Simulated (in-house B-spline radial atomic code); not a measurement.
# Excitations of Hf⁵⁴⁺ as exact exchange is dialled in

Aim: follow the lowest excitations, the threshold and the polarisability of Hf⁵⁴⁺ as the share of exact exchange in a PBE hybrid goes from none to all.

Program: in-house B-spline radial atomic code version 1. Level of theory: linear response of a closed shell, each method with its own adiabatic kernel; spin-free one-electron X2C, finite nucleus; B-spline basis; no spin-orbit coupling, no double excitations; only terms of natural parity, (−1)^L, with L up to 3 are computed. These are calculated values, not measurements, unless marked.

## 1. The system

| Quantity | Value |
| --- | --- |
| element | hafnium (Z = 72) |
| charge | +54 |
| configuration | [Ne] 3s2 3p6 |
| runs | 0 % exact exchange; 10 % exact exchange; 20 % exact exchange; 30 % exact exchange; 40 % exact exchange; 50 % exact exchange; 60 % exact exchange; 70 % exact exchange; 80 % exact exchange; 90 % exact exchange; 100 % exact exchange |

The outer shells:

Hf⁵⁴⁺
```
[Ne] core
3s [↑↓]
3p [↑↓][↑↓][↑↓]
```

## 2. 0 % exact exchange

The run's settings:

```ini
Z = 72
electrons = 18.0
configuration = [Ne] 3s2 3p6
hamiltonian = x2c
method = pbeh
box_radius = 2.49
exact_exchange_fraction = 0.0
rms_radius = 5.347
intervals = 62
```

On the command line:

```
$ python run_td.py task.json out
```

task.json lists these runs, among others, and the program works through them in turn.

## 3. 10 % exact exchange

The settings differ from step 2 so:

```diff
@@ -6,3 +6,3 @@
 box_radius = 2.49
-exact_exchange_fraction = 0.0
+exact_exchange_fraction = 0.1
 rms_radius = 5.347
```

## 4. 20 % exact exchange

The settings differ from step 3 so:

```diff
@@ -6,3 +6,3 @@
 box_radius = 2.49
-exact_exchange_fraction = 0.1
+exact_exchange_fraction = 0.2
 rms_radius = 5.347
```

## 5. 30 % exact exchange

The settings differ from step 4 so:

```diff
@@ -6,3 +6,3 @@
 box_radius = 2.49
-exact_exchange_fraction = 0.2
+exact_exchange_fraction = 0.3
 rms_radius = 5.347
```

## 6. 40 % exact exchange

The settings differ from step 5 so:

```diff
@@ -6,3 +6,3 @@
 box_radius = 2.49
-exact_exchange_fraction = 0.3
+exact_exchange_fraction = 0.4
 rms_radius = 5.347
```

## 7. 50 % exact exchange

The settings differ from step 6 so:

```diff
@@ -6,3 +6,3 @@
 box_radius = 2.49
-exact_exchange_fraction = 0.4
+exact_exchange_fraction = 0.5
 rms_radius = 5.347
```

## 8. 60 % exact exchange

The settings differ from step 7 so:

```diff
@@ -6,3 +6,3 @@
 box_radius = 2.49
-exact_exchange_fraction = 0.5
+exact_exchange_fraction = 0.6
 rms_radius = 5.347
```

## 9. 70 % exact exchange

The settings differ from step 8 so:

```diff
@@ -6,3 +6,3 @@
 box_radius = 2.49
-exact_exchange_fraction = 0.6
+exact_exchange_fraction = 0.7
 rms_radius = 5.347
```

## 10. 80 % exact exchange

The settings differ from step 9 so:

```diff
@@ -6,3 +6,3 @@
 box_radius = 2.49
-exact_exchange_fraction = 0.7
+exact_exchange_fraction = 0.8
 rms_radius = 5.347
```

## 11. 90 % exact exchange

The settings differ from step 10 so:

```diff
@@ -6,3 +6,3 @@
 box_radius = 2.49
-exact_exchange_fraction = 0.8
+exact_exchange_fraction = 0.9
 rms_radius = 5.347
```

## 12. 100 % exact exchange

The settings differ from step 11 so:

```diff
@@ -6,3 +6,3 @@
 box_radius = 2.49
-exact_exchange_fraction = 0.9
+exact_exchange_fraction = 1.0
 rms_radius = 5.347
```

Before running it: what results should come out? Wanted: for each run, threshold; 3p→3d ¹P; 3p→3d ³P, Tamm-Dancoff; α; C6.

As calculated:

```tsv
run	threshold (eV)	3p→3d ¹P (eV)	3p→3d ³P, Tamm-Dancoff (eV)	α (bohr³)	C6 (hartree bohr⁶)	time
0 % exact exchange	5393.4	451.83	369.76	0.004154	0.0002683	0.4 s
10 % exact exchange	5399.5	451.50	369.43	0.004156	0.0002684	0.6 s
20 % exact exchange	5405.5	451.18	369.10	0.004159	0.0002685	0.5 s
30 % exact exchange	5411.6	450.85	368.77	0.004162	0.0002687	0.5 s
40 % exact exchange	5417.7	450.53	368.45	0.004165	0.0002688	0.6 s
50 % exact exchange	5423.7	450.20	368.12	0.004167	0.0002689	0.5 s
60 % exact exchange	5429.8	449.88	367.79	0.004170	0.0002690	0.5 s
70 % exact exchange	5435.9	449.56	367.47	0.004173	0.0002692	0.5 s
80 % exact exchange	5441.9	449.24	367.14	0.004176	0.0002693	0.5 s
90 % exact exchange	5448.0	448.91	366.82	0.004178	0.0002694	0.5 s
100 % exact exchange	5454.0	448.59	366.49	0.004181	0.0002695	0.5 s
```

**Reading.** From 0 % exact exchange to 100 % exact exchange the threshold goes from 5393.4 to 5454.0 eV and α from 0.00415 to 0.00418 bohr³. 3p→3d ¹P moves from 451.83 eV (0 % exact exchange) to 448.59 eV (100 % exact exchange). 3p→3d ³P moves from 369.76 eV (0 % exact exchange) to 366.49 eV (100 % exact exchange). Exact exchange removes self-interaction, which deepens the highest level. Spin-orbit coupling, absent here, splits and mixes these terms strongly in an ion this highly charged, so they need not match single real levels.
